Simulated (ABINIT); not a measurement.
# NbTe (Pm-3m) in ABINIT: single point with PBE

Aim: the single point of NbTe with PBE.

All numbers are computed with ABINIT 10.8.3 (patched build); they aren't measurements. Logs are shortened: lines on timing, memory, paths and dates and some standing lists are left out, and cuts for length are marked. The log counts tension as positive stress, the text compression.

## Step 1: The cell of the first run

Symmetry: Pm-3m, No. 221, cubic system. The conventional cell has a = 3.379 Å, b = 3.379 Å, c = 3.379 Å, α = 90.00°, β = 90.00°, γ = 90.00°. Nb (site symmetry m-3m) is surrounded by 8 Te at 2.93 Å. Te (site symmetry m-3m) has 8 Nb at 2.93 Å as nearest neighbours.

The cell was built by a generator and needn't be a form met in nature.

## Step 2: Single point, PBE (cell squeezed)

The input, run.abi:

```
# Pseudopotentials
pp_dirpath "./"
pseudos "Nb.upf, Te.upf"

# Structure
acell 3*1.0
rprim
     6.3861425087     0.0000000000     0.0000000000
     0.0000000000     6.3861425087     0.0000000000
     0.0000000000     0.0000000000     6.3861425087
ntypat 2
znucl 41 52
natom 2
typat 1 2
xred
     0.5000000000     0.5000000000     0.5000000000
     0.0000000000     0.0000000000     0.0000000000
chkprim 0
chksymtnons 0
tolsym 1.0e-6

# Plane-wave basis
ecut 952.398519 eV

# k points
kptopt 1
ngkpt 6 6 6
nshiftk 1
shiftk 0.0 0.0 0.0

# Exchange and correlation
ixc 11

# Bands and occupations
nband 19
occopt 3
tsmear 0.00183747

# SCF cycle
nstep 100
tolvrs 1.0e-10

# Output
iomode 3
prtwf 0
prtden 0
prteig 0
prtebands 0
enunit 1
```

Potentials or basis: PseudoDojo NC SR PBE v0.4.1 standard.

The run is started by

```console
> abinit run.abi > log 2>&1
```

run.abo:

```text
.Version 10.8.3 of ABINIT
 Symmetries : space group Pm -3 m (#221); Bravais cP (primitive cubic)
================================================================================
 Values of the parameters that define the memory need of the present run
     intxc =       0    ionmov =       0      iscf =       7    lmnmax =       6
     lnmax =       6     mgfft =      36  mpssoang =       3    mqgrid =    3001
     natom =       2  nloc_mem =       1    nspden =       1   nspinor =       1
    nsppol =       1      nsym =      48    n1xccc =    2501    ntypat =       2
    occopt =       3   xclevel =       2
       mpw =        2601          nfft =       46656          nkpt =          20
================================================================================
================================================================================

--------------------------------------------------------------------------------
------------- Echo of variables that govern the present computation ------------
--------------------------------------------------------------------------------
 -outvars: echo values of preprocessed input variables --------
            acell      1.0000000000E+00  1.0000000000E+00  1.0000000000E+00 Bohr
              amu      9.29063800E+01  1.27600000E+02
          chkprim           0
      chksymtnons           0
             ecut      3.50000000E+01 Hartree
           enunit           1
              ixc          11
         kptrlatt        6    0    0      0    6    0      0    0    6
          kptrlen      3.83168551E+01
            natom           2
            nband          19
            ngfft          36      36      36
             nkpt          20
            nstep         100
             nsym          48
           ntypat           2
           occopt           3
           prtden           0
        prtebands           0
           prteig           0
            prtwf           0
            rprim      6.3861425087E+00  0.0000000000E+00  0.0000000000E+00
                       0.0000000000E+00  6.3861425087E+00  0.0000000000E+00
                       0.0000000000E+00  0.0000000000E+00  6.3861425087E+00
          spgroup         221
           tolsym      1.00000000E-06
           tolvrs      1.00000000E-10
           tsmear      1.83747000E-03 Hartree
            typat      1  2
           xangst      1.6897005394E+00  1.6897005394E+00  1.6897005394E+00
                       0.0000000000E+00  0.0000000000E+00  0.0000000000E+00
            xcart      3.1930712543E+00  3.1930712543E+00  3.1930712543E+00
                       0.0000000000E+00  0.0000000000E+00  0.0000000000E+00
             xred      5.0000000000E-01  5.0000000000E-01  5.0000000000E-01
                       0.0000000000E+00  0.0000000000E+00  0.0000000000E+00
            znucl       41.00000   52.00000

================================================================================

 chkinp: Checking input parameters for consistency.

================================================================================
== DATASET  1 ==================================================================

--- !DatasetInfo
iteration_state: {dtset: 1, }
dimensions: {natom: 2, nkpt: 20, mband: 19, nsppol: 1, nspinor: 1, nspden: 1, mpw: 2601, }
cutoff_energies: {ecut:  35.0, pawecutdg:  -1.0, }
electrons: {nelect:   2.90000000E+01, charge:   0.00000000E+00, occopt:   3.00000000E+00, tsmear:   1.83747000E-03, }
meta: {optdriver: 0, ionmov: 0, optcell: 0, iscf: 7, paral_kgb: 0, }
...

 Exchange-correlation functional for the present dataset will be:
  GGA: Perdew-Burke-Ernzerhof functional - ixc=11
  J.P.Perdew, K.Burke, M.Ernzerhof, PRL 77, 3865 (1996)

 Real(R)+Recip(G) space primitive vectors, cartesian coordinates (Bohr,Bohr^-1):
 R(1)=  6.3861425  0.0000000  0.0000000  G(1)=  0.1565891  0.0000000  0.0000000
 R(2)=  0.0000000  6.3861425  0.0000000  G(2)=  0.0000000  0.1565891  0.0000000
 R(3)=  0.0000000  0.0000000  6.3861425  G(3)=  0.0000000  0.0000000  0.1565891
 Unit cell volume ucvol=  2.6044488E+02 bohr^3
 Angles (23,13,12)=  9.00000000E+01  9.00000000E+01  9.00000000E+01 degrees

 getcut: wavevector=  0.0000  0.0000  0.0000  ngfft=  36  36  36
         ecut(hartree)=     35.000   => boxcut(ratio)=   2.11673

--- Pseudopotential description ------------------------------------------------
- pspini: atom type   1  psp file is ./Nb.upf
12 -101130 2 -1 1680                          pspcod,pspxc,lmax,lloc,mmax
     nproj     2     2     2

- pspini: atom type   2  psp file is ./Te.upf
12 -101130 2 -1 1294                          pspcod,pspxc,lmax,lloc,mmax
     nproj     2     2     2

   1.52050082E+03                                ecore*ucvol(ha*bohr**3)
--------------------------------------------------------------------------------

================================================================================

--- !BeginCycle
iteration_state: {dtset: 1, }
solver: {iscf: 7, nstep: 100, nline: 4, wfoptalg: 0, }
tolerances: {tolvrs: 1.00E-10, }
...

     iter   Etot(hartree)      deltaE(h)  residm     vres2
 ETOT  1  -167.02242712774    -1.670E+02 1.528E-01 1.643E+02
 ETOT  2  -167.09811199539    -7.568E-02 1.196E-02 2.429E+02
 ETOT  3  -167.14519992276    -4.709E-02 6.571E-03 5.293E-01
 ETOT  4  -167.14532774773    -1.278E-04 2.087E-03 4.126E-03
 ETOT  5  -167.14532876546    -1.018E-06 3.138E-03 2.289E-04
 ETOT  6  -167.14532881138    -4.592E-08 5.050E-04 3.772E-06
 ETOT  7  -167.14532881199    -6.071E-10 6.096E-04 1.689E-07
 ETOT  8  -167.14532881202    -3.467E-11 1.301E-04 2.161E-10
 ETOT  9  -167.14532881202    -6.253E-13 1.135E-04 3.265E-11

 At SCF step    9       vres2   =  3.26E-11 < tolvrs=  1.00E-10 =>converged.

 Cartesian components of stress tensor (hartree/bohr^3)
  sigma(1 1)= -2.08472754E-04  sigma(3 2)=  0.00000000E+00
  sigma(2 2)= -2.08472754E-04  sigma(3 1)=  0.00000000E+00
  sigma(3 3)= -2.08472754E-04  sigma(2 1)=  0.00000000E+00

--- !ResultsGS
iteration_state: {dtset: 1, }
comment   : Summary of ground state results
lattice_vectors:
- [  6.3861425,   0.0000000,   0.0000000, ]
- [  0.0000000,   6.3861425,   0.0000000, ]
- [  0.0000000,   0.0000000,   6.3861425, ]
lattice_lengths: [   6.38614,    6.38614,    6.38614, ]
lattice_angles: [ 90.000,  90.000,  90.000, ] # degrees, (23, 13, 12)
lattice_volume:   2.6044488E+02
convergence: {deltae: -6.253E-13, res2:  3.265E-11, residm:  1.135E-04, diffor: null, }
etotal    :  -1.67145329E+02
entropy   :   0.00000000E+00
fermie    :   4.79465034E-01
cartesian_stress_tensor: # hartree/bohr^3
- [ -2.08472754E-04,   0.00000000E+00,   0.00000000E+00, ]
- [  0.00000000E+00,  -2.08472754E-04,   0.00000000E+00, ]
- [  0.00000000E+00,   0.00000000E+00,  -2.08472754E-04, ]
pressure_GPa:   6.1335E+00
xred      :
- [  5.0000E-01,   5.0000E-01,   5.0000E-01, Nb]
- [  0.0000E+00,   0.0000E+00,   0.0000E+00, Te]
cartesian_forces: # hartree/bohr
- [ -0.00000000E+00,  -0.00000000E+00,  -0.00000000E+00, ]
- [ -0.00000000E+00,  -0.00000000E+00,  -0.00000000E+00, ]
force_length_stats: {min:   0.00000000E+00, max:   0.00000000E+00, mean:   0.00000000E+00, }
...

 Integrated electronic density in atomic spheres:
 ------------------------------------------------
 Atom  Sphere_radius  Integrated_density
    1        2.00000          9.47357886
    2        2.00000         11.96995654
================================================================================

 ----iterations are completed or convergence reached----

 Mean square residual over all n,k,spin=   40.759E-08; max=  11.353E-05
 reduced coordinates (array xred) for    2 atoms
       0.500000000000      0.500000000000      0.500000000000
       0.000000000000      0.000000000000      0.000000000000
 rms dE/dt=  0.0000E+00; max dE/dt=  0.0000E+00; dE/dt below (all hartree)
    1       0.000000000000      0.000000000000      0.000000000000
    2       0.000000000000      0.000000000000      0.000000000000

 cartesian coordinates (angstrom) at end:
    1      1.68970053944516     1.68970053944516     1.68970053944516
    2      0.00000000000000     0.00000000000000     0.00000000000000

 cartesian forces (hartree/bohr) at end:
    1     -0.00000000000000    -0.00000000000000    -0.00000000000000
    2     -0.00000000000000    -0.00000000000000    -0.00000000000000
 frms,max,avg= 0.0000000E+00 0.0000000E+00   0.000E+00  0.000E+00  0.000E+00 h/b

 cartesian forces (eV/Angstrom) at end:
    1     -0.00000000000000    -0.00000000000000    -0.00000000000000
    2     -0.00000000000000    -0.00000000000000    -0.00000000000000
 frms,max,avg= 0.0000000E+00 0.0000000E+00   0.000E+00  0.000E+00  0.000E+00 e/A
 length scales=  1.000000000000  1.000000000000  1.000000000000 bohr
              =  0.529177210544  0.529177210544  0.529177210544 angstroms
 Fermi (or HOMO) energy (eV) =  13.04691   Average Vxc (eV)= -12.70172
 Eigenvalues (   eV  ) for nkpt=  20  k points:
 kpt#   1, nband= 19, wtk=  0.00463, kpt=  0.0000  0.0000  0.0000 (reduced coord)
 -42.11376  -24.79237  -24.79237  -24.76088  -24.76088  -24.76088  -18.13677  -18.13677
 -18.13677   -1.59397   10.26231   10.26231   11.90660   11.90660   11.90660   14.20613
  14.20613   14.20613   17.09587
 prteigrs : prtvol=0 or 1, do not print more k-points.

--- !EnergyTerms
iteration_state     : {dtset: 1, }
comment             : Components of total free energy in Hartree
kinetic             :  7.55203454479891E+01
hartree             :  2.67649644766109E+01
xc                  : -3.78168536614220E+01
Ewald energy        : -1.20531039685828E+02
psp_core            :  5.83809076024096E+00
local_psp           : -9.50425265738116E+01
non_local_psp       : -2.18770318603775E+01
internal            : -1.67144051096598E+02
'-kT*entropy'       : -1.27771542642926E-03
total_energy        : -1.67145328812025E+02
total_energy_eV     : -4.54825610151550E+03
band_energy         : -1.29709805706655E+01
...

 Cartesian components of stress tensor (hartree/bohr^3)
  sigma(1 1)= -2.08472754E-04  sigma(3 2)=  0.00000000E+00
  sigma(2 2)= -2.08472754E-04  sigma(3 1)=  0.00000000E+00
  sigma(3 3)= -2.08472754E-04  sigma(2 1)=  0.00000000E+00

-Cartesian components of stress tensor (GPa)         [Pressure=  6.1335E+00 GPa]
- sigma(1 1)= -6.13348018E+00  sigma(3 2)=  0.00000000E+00
- sigma(2 2)= -6.13348018E+00  sigma(3 1)=  0.00000000E+00
- sigma(3 3)= -6.13348018E+00  sigma(2 1)=  0.00000000E+00

== END DATASET(S) ==============================================================
================================================================================

 -outvars: echo values of variables after computation  --------
            acell      1.0000000000E+00  1.0000000000E+00  1.0000000000E+00 Bohr
           etotal     -1.6714532881E+02
            fcart     -0.0000000000E+00 -0.0000000000E+00 -0.0000000000E+00
                      -0.0000000000E+00 -0.0000000000E+00 -0.0000000000E+00
            rprim      6.3861425087E+00  0.0000000000E+00  0.0000000000E+00
                       0.0000000000E+00  6.3861425087E+00  0.0000000000E+00
                       0.0000000000E+00  0.0000000000E+00  6.3861425087E+00
           strten     -2.0847275394E-04 -2.0847275394E-04 -2.0847275394E-04
                       0.0000000000E+00  0.0000000000E+00  0.0000000000E+00
           xangst      1.6897005394E+00  1.6897005394E+00  1.6897005394E+00
                       0.0000000000E+00  0.0000000000E+00  0.0000000000E+00
             xred      5.0000000000E-01  5.0000000000E-01  5.0000000000E-01
                       0.0000000000E+00  0.0000000000E+00  0.0000000000E+00
 Calculation completed.
```

It took 14 s on 1 thread of AMD EPYC 9R45 (Zen 5), shared host; peak memory 0.08 GiB.

What came out:

- Free energy: -4548.2561 eV
- Band gap on the k mesh: none (metal or under the smearing width)
- Valence electrons inside the program's atomic spheres: Nb 9.47; Te 11.97

Levels at points of the mesh, in eV from the Fermi level:
```csv
k point,band 12,band 13,band 14,band 15,band 16,band 17
"(0.00, 0.00, 0.00)",-2.78,-1.14,-1.14,-1.14,1.16,1.16
"(0.50, 0.00, 0.00)",-2.86,-2.86,-1.96,1.35,2.47,4.56
"(0.50, 0.50, 0.00)",-5.66,-2.68,-0.36,-0.36,0.74,1.41
"(0.50, 0.50, 0.50)",-6.66,-6.66,2.18,2.18,2.18,2.82
```

Caveat: the cutoff is too short for stress, so the log's stress isn't used. Spin-orbit coupling is left out, which matters for the levels of Te.
